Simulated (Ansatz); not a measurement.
# Caesium, omega (AlB2-type) under r²SCAN: ground state and equation of state

Aim: take caesium in the omega (AlB2-type) structure, relax it, solve it on a dense k-mesh, then scale the cell to 7 volumes from 88 to 112 % of the relaxed one and try a fit of the equation of state. Spin polarisation is left out. The k-meshes are 5×5×6 for the relaxation; 6×6×8 for the dense run; 5×5×7 for the volumes.

Computed with Ansatz 0.2.0 (DFT r2SCAN, plane waves (500 eV) with PAW, scalar-relativistic; PBE-made PAW files, unless a step says otherwise).

**1. The structure to begin with**

Symmetry: P6/mmm, No. 191, hexagonal system. The conventional cell has a = 8.546 Å, b = 8.546 Å, c = 5.239 Å, α = 90.00°, β = 90.00°, γ = 120.00°.

As a file:

```cif
data_structure
_symmetry_space_group_name_H-M 'P 1'
_symmetry_Int_Tables_number 1
_cell_length_a 8.5460
_cell_length_b 8.5460
_cell_length_c 5.2387
_cell_angle_alpha 90.000
_cell_angle_beta 90.000
_cell_angle_gamma 120.000
_cell_volume 331.34
loop_
_atom_site_label
_atom_site_type_symbol
_atom_site_fract_x
_atom_site_fract_y
_atom_site_fract_z
_atom_site_occupancy
Cs1 Cs 0.00000 0.00000 0.00000 1
Cs2 Cs 0.33333 0.66667 0.50000 1
Cs3 Cs 0.66667 0.33333 0.50000 1
```

**2. Relaxing cell and atoms**

input.yaml

```yaml
crystal:
  lattice:
    - [8.5460026433, 0.0, 0.0]
    - [-4.2730013217, 7.4010553899, 0.0]
    - [0.0, 0.0, 5.2386996204]
  atoms:
    - { symbol: Cs, position: [0.0, 0.0, 0.0] }
    - { symbol: Cs, position: [0.3333333333, 0.6666666667, 0.5] }
    - { symbol: Cs, position: [0.6666666667, 0.3333333333, 0.5] }
hamiltonian:
  xc: r2scan
  pseudopotentials:
    kind: paw
    azcp:
      Cs: "pseudopotentials/Cs.paw.azcp"
basis:
  ecutwfc: 500
  fft_grid_basis: typed
kpoints:
  mp_grid: { grid: [5, 5, 6], shift: [0, 0, 0] }
magnetization:
  spin_polarized: false
scf:
  occupations: { method: fermi_dirac, width: 0.1 }
relax:
  max_steps: 60
  f_tol: 0.01
  cell: {}
```

Launch:

```sh
$ ansatz run input.yaml --threads 1 --pin off --max-ram 3584MiB --backend cpu --events-out ev --progress --plain --runs-dir out
```

Further steps of the session: Dense single point; Equation of state: 88 %; Equation of state: 92 %; Equation of state: 96 %; Equation of state: 100 %; Equation of state: 104 %; Equation of state: 108 %; Equation of state: 112 %.

Before running it: what results should come out? Wanted: space group; conventional cell; volume; shortest distance; gap on the mesh; relative to bcc; V₀, B₀, B₀′.

As calculated:

| quantity | value |
| --- | --- |
| space group (spins left aside) | P6/mmm (No. 191) |
| conventional cell | a = 8.960 Å, c = 5.355 Å (c/a = 0.598) |
| volume | 124.109 Å³/atom |
| shortest distance | 5.173 Å |
| gap on the mesh | none (levels filled in part) |
| relative to bcc | +8 meV/atom |
| V₀, B₀, B₀′ | 123.804 Å³/atom, 1.8 GPa, 3.4 |

**Reading.** The relaxation enlarged the cell by 12.4 % in volume. It lies 8 meV/atom above the element's reference form at the same level (bcc, from a run of its own). Levels at the Fermi energy are filled in part, as in a metal. The fitted modulus is 1.8 GPa, a soft solid; letting shape and positions relax at each volume could only lower it. Relaxation kept the symmetry; phonons were not checked.
